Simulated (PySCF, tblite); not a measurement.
# pivalic acid (C5H10O2): a rotation path, then NMR shifts on frames

How do NMR shifts of pivalic acid (C5H10O2) (`CC(C)(C)C(=O)O`) change as the atoms move?

The runs use tblite 0.8.0 and PySCF 2.14.0, with density-fitted response routines of our own; the level of theory stands in each step. All values are computed, except where a source is named. Atoms are numbered from 0 throughout.

## (1) The starting structure

17 atoms, charge 0, multiplicity 1; geometry from: GFN2-xTB.

Bonds of the start (Å): C0–C1 1.53, C1–C2 1.53, C1–C3 1.53, C1–C4 1.52, C4–O5 1.20, C4–O6 1.34, C0–H7 1.09, C0–H8 1.09, C0–H9 1.09, C2–H10 1.09, C2–H11 1.09, C2–H12 1.09, C3–H13 1.09, C3–H14 1.09, C3–H15 1.09, O6–H16 0.97.

## (2) A band between two rotamers with GFN2-xTB

The job: settings as JSON, then the geometry in Å.

```
{"job": {"kind": "neb", "xc": "GFN2-xTB", "basis": "xTB", "atoms": [3, 1, 4, 6], "turn": 120}, "charge": 0, "multiplicity": 1}
C     -0.189631     1.489629    -0.689730
C     -0.079482     0.104521    -0.054973
C     -0.622862    -0.965826    -1.008155
C     -0.843017     0.063017     1.273507
C      1.383368    -0.203546     0.225068
O      2.312041     0.521039    -0.011842
O      1.554035    -1.410533     0.784822
H      0.215056     2.245727    -0.021880
H      0.373041     1.527185    -1.619000
H     -1.230562     1.723626    -0.897632
H     -0.073161    -0.955246    -1.946923
H     -1.671483    -0.770286    -1.219267
H     -0.533052    -1.953060    -0.562523
H     -0.751595    -0.917070     1.733837
H     -1.895907     0.271747     1.099326
H     -0.451114     0.810209     1.960131
H      2.497326    -1.569103     0.945324
```

With the program's defaults for keys left out, this is: GFN2-xTB climbing-image nudged elastic band, gas phase.

Launch:

```
> OMP_NUM_THREADS=1 python probes_run.py task.json out
```

The driver reads the jobs from task.json and runs them one after another.

What it wrote:

```text
image   E - E0 / eV
  0       0.0000
  1       0.0048
  2       0.0126
  3       0.0175
  4       0.0191
  5       0.0182
  6       0.0142
  7       0.0062
  8       0.0000
```

Run time: 7.4 s. Hardware: 1 thread of Intel Xeon at 2.50GHz, shared host; peak memory 0.18 GiB.

The final band, with the dihedral C3–C1–C4–O6:

```
image  dihedral (°)  energy (eV)  energy (kcal/mol)
    0            60        0.000                0.0
    1            75        0.005                0.1
    2            90        0.013                0.3
    3           105        0.018                0.4
    4           120        0.019                0.4
    5           135        0.018                0.4
    6           149        0.014                0.3
    7           164        0.006                0.1
    8           180        0.000                0.0
```

## (3) NMR shieldings: image 0, PBE0/pcSseg-1

The job: settings as JSON, then the geometry in Å.

```
{"job": {"kind": "nmr", "xc": "PBE0", "basis": "pcSseg-1", "pop": false}, "charge": 0, "multiplicity": 1}
C     -0.189600     1.489600    -0.689700
C     -0.079500     0.104500    -0.055000
C     -0.622900    -0.965800    -1.008200
C     -0.843000     0.063000     1.273500
C      1.383400    -0.203500     0.225100
O      2.312000     0.521000    -0.011800
O      1.554000    -1.410500     0.784800
H      0.215100     2.245700    -0.021900
H      0.373000     1.527200    -1.619000
H     -1.230600     1.723600    -0.897600
H     -0.073200    -0.955200    -1.946900
H     -1.671500    -0.770300    -1.219300
H     -0.533100    -1.953100    -0.562500
H     -0.751600    -0.917100     1.733800
H     -1.895900     0.271700     1.099300
H     -0.451100     0.810200     1.960100
H      2.497300    -1.569100     0.945300
```

Level: GIAO PBE0/pcSseg-1 NMR shielding, non-relativistic, gas phase.

What it wrote:

```text
coarse grid: 13808 points
cycle   1  E = -346.3612188925  dE =  9.285e-01  |g| = 9.417e-01  |ddm| = 3.460e+00
cycle   2  E = -346.0772102753  dE =  2.840e-01  |g| = 1.571e+00  |ddm| = 1.756e+00
cycle   3  E = -346.5157091836  dE = -4.385e-01  |g| = 2.915e-01  |ddm| = 1.257e+00
cycle   4  E = -346.5316090693  dE = -1.590e-02  |g| = 6.646e-02  |ddm| = 2.364e-01
cycle   5  E = -346.5322441264  dE = -6.351e-04  |g| = 2.392e-02  |ddm| = 4.970e-02
cycle   6  E = -346.5323655932  dE = -1.215e-04  |g| = 4.460e-03  |ddm| = 2.097e-02
cycle   7  E = -346.5323694126  dE = -3.819e-06  |g| = 1.420e-03  |ddm| = 4.290e-03
final grid: 132176 points
cycle   8  E = -346.5955955837  dE = -3.483e-05  |g| = 1.379e-02  |ddm| = 3.703e-02
cycle   9  E = -346.5955374243  dE =  5.816e-05  |g| = 2.224e-02  |ddm| = 2.723e-02
cycle  10  E = -346.5956328654  dE = -9.544e-05  |g| = 3.192e-03  |ddm| = 1.733e-02
cycle  11  E = -346.5956347840  dE = -1.919e-06  |g| = 4.312e-04  |ddm| = 2.182e-03
cycle  12  E = -346.5956348119  dE = -2.792e-08  |g| = 1.714e-04  |ddm| = 3.926e-04
cycle  13  E = -346.5956348177  dE = -5.824e-09  |g| = 2.691e-05  |ddm| = 1.310e-04
cycle  14  E = -346.5956348179  dE = -1.478e-10  |g| = 7.505e-06  |ddm| = 3.470e-05
converged SCF energy = -346.5956348179

GIAO shielding tensors (ppm)
atom      isotropic    diamagn.    paramagn.     s11        s22        s33       span
  0 C      159.036     246.691     -87.655    146.137    148.190    182.781     36.645
  1 C      146.457     246.602    -100.145    137.034    138.300    164.037     27.003
  2 C      157.358     247.138     -89.780    138.847    147.175    186.051     47.204
  3 C      157.357     247.154     -89.797    138.856    147.134    186.081     47.225
  4 C        3.348     251.117    -247.769   -102.792     39.173     73.662    176.454
  5 O     -100.267     401.950    -502.217   -348.261   -229.424    276.885    625.146
  6 O      132.589     392.510    -259.921    -16.192    160.596    253.361    269.553
  7 H       30.239      30.832      -0.593     26.793     27.596     36.329      9.535
  8 H       30.231      30.827      -0.596     26.783     27.589     36.322      9.539
  9 H       31.021      30.978       0.043     27.301     29.066     36.696      9.394
 10 H       30.499      30.597      -0.098     26.797     27.987     36.712      9.915
 11 H       30.705      30.931      -0.226     27.224     28.458     36.433      9.209
 12 H       29.954      30.518      -0.564     25.763     28.676     35.422      9.659
 13 H       29.960      30.527      -0.567     25.760     28.690     35.429      9.670
 14 H       30.700      30.929      -0.229     27.229     28.448     36.422      9.193
 15 H       30.503      30.606      -0.103     26.794     28.001     36.715      9.921
 16 H       25.791      30.595      -4.804     20.065     22.884     34.423     14.358
```

Run time: 85 s. Hardware: 1 thread of Intel Xeon at 2.50GHz, shared host; peak memory 0.77 GiB.

The references, computed at this level on geometries of the same kind, shield at (ppm): 1H TMS 31.72, 13C TMS 186.9, 17O H2O 336.1. Their shielding less the atom's gives the shift. The references are single molecules in the gas phase, so shifts against H2O, NH3, PH3, H3PO4 or CFCl3 are not on the usual liquid scales and can be off by tens of ppm. Each atom is listed at this fixed geometry, with no averaging over motion; a spectrum would average atoms that exchange fast.

```
atoms                            environment  σ (ppm)  δ (ppm)
   C4                 carboxylic acid carbon      3.3    183.6
   C1  quaternary sp3 carbon α to a carbonyl    146.5     40.5
   C3                          methyl carbon    157.4     29.6
   C2                          methyl carbon    157.4     29.6
   C0                          methyl carbon    159.0     27.9
  H16    hydrogen on an acid hydroxyl oxygen    25.79     5.93
  H12            hydrogen on a methyl carbon    29.95     1.76
  H13            hydrogen on a methyl carbon    29.96     1.76
   H8            hydrogen on a methyl carbon    30.23     1.49
   H7            hydrogen on a methyl carbon    30.24     1.48
  H10            hydrogen on a methyl carbon    30.50     1.22
  H15            hydrogen on a methyl carbon    30.50     1.21
  H14            hydrogen on a methyl carbon    30.70     1.02
  H11            hydrogen on a methyl carbon    30.70     1.01
   H9            hydrogen on a methyl carbon    31.02     0.70
   O5                        carbonyl oxygen   -100.3    436.3
   O6                   acid hydroxyl oxygen    132.6    203.5
```

Orbitals, density, ELF and potential are computed afterwards from the orbital file.

Frontier orbitals at PBE0/pcSseg-1, with the share of their density that lies nearest to each atom:

```
orbital  energy (eV)                   lies on
   HOMO        -7.86  O5 65 %; O6 10 %; C1 9 %
   LUMO         0.39  C4 45 %; O5 27 %; O6 9 %
```

ELF in a plane through or near 7 of the atoms.

Ten even steps from ' ' (0.00) to '@' (1.00):
```
                                                        
                                                        
                    ....                                
                ::==++++==..                            
              --**%%%%%%%%==                            
              --##@@..++%%==  ..====::                  
                --##++##**    --****==::..              
        --****::  --**++==....==::--++##**--            
        %%@@@@@@**##----@@##**@@++::@@@@@@@@--          
        **%%@@%%--******@@::--++%%**@@@@@@@@--          
        ..::++##--**==::++::::--==..**@@@@##            
            ::##@@%%::  ::++**==..    ..--              
            ..==**--        ..                          
                ..                                      
                                                        
                                                        
                                                        
                                                        
                                                        
                                                        
```
The map spans 11.3 Å across and 9.2 Å up, centred on the molecule. Atoms in the plane (x, y in Å): C0 (1.3, 1.0), C1 (0.1, 0.0), C4 (-1.2, 0.8), O5 (-1.3, 2.0), O6 (-2.2, 0.0), H9 (2.3, 0.5), H16 (-3.1, 0.5).

log10 of the density (e/Å³) in the same plane.

Values, 10 rows by 14 columns:
```
-4.0 -4.0 -4.0 -4.0 -4.0 -4.0 -4.0 -4.0 -4.0 -4.0 -4.0 -4.0 -4.0 -4.0
-4.0 -4.0 -4.0 -4.0 -2.5 -1.8 -2.1 -2.9 -3.0 -3.2 -3.8 -4.0 -4.0 -4.0
-4.0 -4.0 -4.0 -2.6 -1.1  0.0 -0.5 -1.6 -1.6 -1.8 -2.6 -3.8 -4.0 -4.0
-4.0 -4.0 -2.8 -1.8 -0.7  0.7  0.0 -1.0 -0.1 -0.4 -1.6 -2.8 -4.0 -4.0
-4.0 -3.4 -1.4 -0.1  0.2  0.7  0.2  0.0  0.3  0.3 -0.5 -2.2 -3.5 -4.0
-4.0 -3.7 -1.7 -0.5  1.2 -0.2 -0.1  1.0 -0.4 -0.8 -1.2 -2.5 -3.8 -4.0
-4.0 -4.0 -2.9 -1.7 -1.0 -1.4 -1.0 -0.7 -1.1 -1.8 -2.7 -3.6 -4.0 -4.0
-4.0 -4.0 -4.0 -3.5 -2.8 -2.2 -1.7 -1.7 -1.8 -2.3 -3.3 -4.0 -4.0 -4.0
-4.0 -4.0 -4.0 -4.0 -4.0 -3.3 -2.9 -2.9 -3.0 -3.4 -4.0 -4.0 -4.0 -4.0
-4.0 -4.0 -4.0 -4.0 -4.0 -4.0 -4.0 -4.0 -4.0 -4.0 -4.0 -4.0 -4.0 -4.0
```
The map spans 11.3 Å across and 9.2 Å up, centred on the molecule. Atoms in the plane (x, y in Å): C0 (1.3, 1.0), C1 (0.1, 0.0), C4 (-1.2, 0.8), O5 (-1.3, 2.0), O6 (-2.2, 0.0), H9 (2.3, 0.5), H16 (-3.1, 0.5).

On the surface of density 0.002 e/bohr³ the electrostatic potential runs, from the 1st to the 99th percentile, from -1.65 V near O5 to 2.24 V near H16.

## (4) Shielding tensors: image 2, PBE0/pcSseg-1

The job: settings as JSON, then the geometry in Å.

```
{"job": {"kind": "nmr", "xc": "PBE0", "basis": "pcSseg-1", "pop": false}, "charge": 0, "multiplicity": 1}
C     -0.165900     1.458200    -0.726500
C     -0.082300     0.091500    -0.044800
C     -0.640500    -1.000600    -0.956600
C     -0.861600     0.123600     1.278900
C      1.368500    -0.187600     0.318600
O      2.183700     0.652200     0.594000
O      1.667000    -1.493500     0.349700
H      0.221500     2.231000    -0.068000
H      0.423500     1.463600    -1.640800
H     -1.199600     1.687400    -0.973300
H     -0.082700    -1.042300    -1.888700
H     -1.681000    -0.786600    -1.187700
H     -0.582700    -1.973000    -0.475400
H     -0.781500    -0.829200     1.797300
H     -1.912000     0.322700     1.078000
H     -0.476000     0.908100     1.926300
H      2.594600    -1.613100     0.609100
```

With the program's defaults for keys left out, this is: GIAO PBE0/pcSseg-1 NMR shielding, non-relativistic, gas phase.

What it wrote:

```text
coarse grid: 13808 points
cycle   1  E = -346.3595953532  dE =  9.285e-01  |g| = 9.434e-01  |ddm| = 3.461e+00
cycle   2  E = -346.0716179526  dE =  2.880e-01  |g| = 1.578e+00  |ddm| = 1.766e+00
cycle   3  E = -346.5143240771  dE = -4.427e-01  |g| = 2.947e-01  |ddm| = 1.267e+00
cycle   4  E = -346.5305686345  dE = -1.624e-02  |g| = 6.695e-02  |ddm| = 2.384e-01
cycle   5  E = -346.5312103856  dE = -6.418e-04  |g| = 2.422e-02  |ddm| = 4.989e-02
cycle   6  E = -346.5313352894  dE = -1.249e-04  |g| = 4.505e-03  |ddm| = 2.119e-02
cycle   7  E = -346.5313392018  dE = -3.912e-06  |g| = 1.433e-03  |ddm| = 4.415e-03
final grid: 132176 points
cycle   8  E = -346.5948269092  dE = -3.208e-05  |g| = 1.391e-02  |ddm| = 3.640e-02
cycle   9  E = -346.5947676603  dE =  5.925e-05  |g| = 2.247e-02  |ddm| = 2.707e-02
cycle  10  E = -346.5948646388  dE = -9.698e-05  |g| = 3.199e-03  |ddm| = 1.730e-02
cycle  11  E = -346.5948665645  dE = -1.926e-06  |g| = 4.317e-04  |ddm| = 2.186e-03
cycle  12  E = -346.5948665927  dE = -2.825e-08  |g| = 1.662e-04  |ddm| = 3.881e-04
cycle  13  E = -346.5948665983  dE = -5.557e-09  |g| = 2.616e-05  |ddm| = 1.292e-04
cycle  14  E = -346.5948665984  dE = -1.436e-10  |g| = 7.405e-06  |ddm| = 3.373e-05
converged SCF energy = -346.5948665984

GIAO shielding tensors (ppm)
atom      isotropic    diamagn.    paramagn.     s11        s22        s33       span
  0 C      158.233     246.850     -88.616    142.600    148.388    183.712     41.112
  1 C      146.560     246.362     -99.801    136.416    140.680    162.586     26.170
  2 C      159.117     247.114     -87.997    142.550    150.934    183.866     41.316
  3 C      155.754     246.966     -91.211    137.351    142.993    186.919     49.568
  4 C        2.926     251.140    -248.214   -103.928     39.043     73.662    177.590
  5 O      -91.204     402.277    -493.481   -323.577   -234.571    284.536    608.113
  6 O      127.840     392.081    -264.241    -16.651    154.717    245.456    262.107
  7 H       29.809      30.877      -1.068     25.993     27.799     35.636      9.643
  8 H       30.522      30.687      -0.166     26.822     28.021     36.723      9.901
  9 H       30.975      31.015      -0.040     27.375     28.914     36.637      9.261
 10 H       30.459      30.691      -0.231     27.102     27.685     36.592      9.490
 11 H       30.884      31.043      -0.159     27.107     28.926     36.620      9.514
 12 H       29.849      30.655      -0.806     25.831     28.293     35.423      9.593
 13 H       30.275      30.377      -0.101     26.228     28.505     36.093      9.865
 14 H       30.624      30.845      -0.221     27.396     28.146     36.331      8.935
 15 H       30.312      30.616      -0.304     26.471     28.258     36.207      9.736
 16 H       25.779      30.427      -4.648     20.047     22.947     34.342     14.294
```

It took 51 s on 1 thread of Intel Xeon at 2.50GHz, shared host; peak memory 0.79 GiB.

In short: δ C4 184.0, C1 40.4, C3 31.2, C0 28.7, H16 5.94, H7 1.91 ppm.

[end of part 1 of 2]
